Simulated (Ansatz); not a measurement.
# Lithium, A15 under r²SCAN: relaxation and energy

Aim: take lithium in the A15 structure, relax it, then solve it on a dense k-mesh. Spin polarisation is left out. The k-meshes are 5×5×5 for the relaxation; 6×6×6 for the dense run.

Computed with Ansatz 0.2.0 (DFT r2SCAN, plane waves (500 eV) with PAW, scalar-relativistic; PAW files made under PBE, frozen cores solved again for the functional, unless a step says otherwise).

### 1 The starting structure

The structure is cubic, space group Pm-3n (No. 223). The conventional cell has a = 5.571 Å, b = 5.571 Å, c = 5.571 Å, α = 90.00°, β = 90.00°, γ = 90.00°. Around Li (site symmetry m-3) lie 12 Li at 3.11 Å. Li (site symmetry -4m2) is surrounded by 6 Li at 2.79 to 3.11 Å.

Coordinates:

```cif
data_structure
_symmetry_space_group_name_H-M 'P 1'
_symmetry_Int_Tables_number 1
_cell_length_a 5.5707
_cell_length_b 5.5707
_cell_length_c 5.5707
_cell_angle_alpha 90.000
_cell_angle_beta 90.000
_cell_angle_gamma 90.000
_cell_volume 172.87
loop_
_atom_site_label
_atom_site_type_symbol
_atom_site_fract_x
_atom_site_fract_y
_atom_site_fract_z
_atom_site_occupancy
Li1 Li 0.00000 0.00000 0.00000 1
Li2 Li 0.50000 0.50000 0.50000 1
Li3 Li 0.25000 0.00000 0.50000 1
Li4 Li 0.75000 0.00000 0.50000 1
Li5 Li 0.50000 0.25000 0.00000 1
Li6 Li 0.50000 0.75000 0.00000 1
Li7 Li 0.00000 0.50000 0.25000 1
Li8 Li 0.00000 0.50000 0.75000 1
```

### 2 Relaxing cell and atoms

input.yaml

```yaml
crystal:
  lattice:
    - [5.5706665117, 0.0, 0.0]
    - [0.0, 5.5706665117, 0.0]
    - [0.0, 0.0, 5.5706665117]
  atoms:
    - { symbol: Li, position: [0.0, 0.0, 0.0] }
    - { symbol: Li, position: [0.5, 0.5, 0.5] }
    - { symbol: Li, position: [0.25, 0.0, 0.5] }
    - { symbol: Li, position: [0.75, 0.0, 0.5] }
    - { symbol: Li, position: [0.5, 0.25, 0.0] }
    - { symbol: Li, position: [0.5, 0.75, 0.0] }
    - { symbol: Li, position: [0.0, 0.5, 0.25] }
    - { symbol: Li, position: [0.0, 0.5, 0.75] }
hamiltonian:
  xc: r2scan
  pseudopotentials:
    kind: paw
    azcp:
      Li: "pseudopotentials/Li.paw.azcp"
basis:
  ecutwfc: 500
  fft_grid_basis: typed
kpoints:
  mp_grid: { grid: [5, 5, 5], shift: [0, 0, 0] }
magnetization:
  spin_polarized: false
scf:
  occupations: { method: fermi_dirac, width: 0.1 }
relax:
  max_steps: 60
  f_tol: 0.01
  cell: {}
```

The runs that follow: The energy on a finer k-mesh.

What does the calculation give? Wanted: space group; conventional cell; volume; shortest distance; gap on the mesh; relative to bcc.

As calculated:

```
                      quantity                         value
space group (spins left aside)               Pm-3n (No. 223)
             conventional cell                   a = 5.520 Å
                        volume                21.019 Å³/atom
             shortest distance                       2.760 Å
               gap on the mesh  none (levels filled in part)
               relative to bcc                  +16 meV/atom
```

**Reading.** The relaxation shrank the cell by 2.7 % in volume. Against the reference form of lithium (bcc, computed apart with the same settings) it stands 16 meV/atom higher. No gap shows: it is a metal or semimetal at this level. The symmetry was held, so the structure may be unstable against distortions that break it.
